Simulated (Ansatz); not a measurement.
Relaxation of a periodic cell of 13 atoms, Mg12H (host Mg, host structure hcp, interstitial H), to a largest force component of 0.03 eV/Å in at most 60 steps.

All numbers below come from DFT PBEsol, scalar-relativistic, plane waves, PAW in Ansatz. Settings: cutoff 420 eV, k mesh 4x3x4, gaussian smearing 0.1 eV, no spin polarisation.

```xyz
13
Lattice="6.4200 0.0000 0.0000 -4.8150 8.3398 0.0000 0.0000 0.0000 5.2130" Properties=species:S:1:pos:R:3
Mg 0.000 0.000 0.000
Mg 0.000 1.853 2.607
Mg -1.605 2.780 0.000
Mg -1.605 4.633 2.607
Mg -3.210 5.560 0.000
Mg -3.210 7.413 2.607
Mg 3.210 0.000 0.000
Mg 3.210 1.853 2.607
Mg 1.605 2.780 0.000
Mg 1.605 4.633 2.607
Mg 0.000 5.560 0.000
Mg 0.000 7.413 2.607
H 3.146 3.783 3.906
```

Problem. Where does it end, and by what steps?

Solution. It converged. The force dipped under the threshold on the way, but the program's further checks kept it going. Limits of this set-up: coarse k mesh, odd electron count without spin, a small cell, in which the defect meets its images, a typed lattice constant that wasn't relaxed here. After 4 steps the energy has fallen by 0.004 eV; H13 moved furthest, 0.07 Å.

```csv
step,energy less start (eV),largest force component (eV/Å),accepted
0,0.0000,0.036,yes
1,-0.0014,0.044,yes
2,-0.0029,0.026,yes
3,-0.0036,0.019,yes
4,-0.0042,0.008,yes
```

```xyz
13
Lattice="6.4200 0.0000 0.0000 -4.8150 8.3398 0.0000 0.0000 0.0000 5.2130" Properties=species:S:1:pos:R:3
Mg -0.003 -0.008 0.010
Mg -0.012 1.852 2.622
Mg -1.610 2.782 0.007
Mg -1.616 4.628 2.599
Mg -3.219 5.562 0.001
Mg -3.213 7.430 2.597
Mg 3.210 -0.002 0.004
Mg 3.213 1.860 2.606
Mg 1.609 2.789 0.008
Mg 1.602 4.640 2.596
Mg -0.003 5.569 -0.015
Mg -0.003 7.424 2.596
H 3.192 3.737 3.914
```

Whether the end is a true minimum wasn't checked by a vibrational analysis.

The run took 38 s on 4 threads of Intel(R) Xeon(R) Platinum 8488C (Sapphire Rapids), on a shared host, peak memory 1.1 GiB.
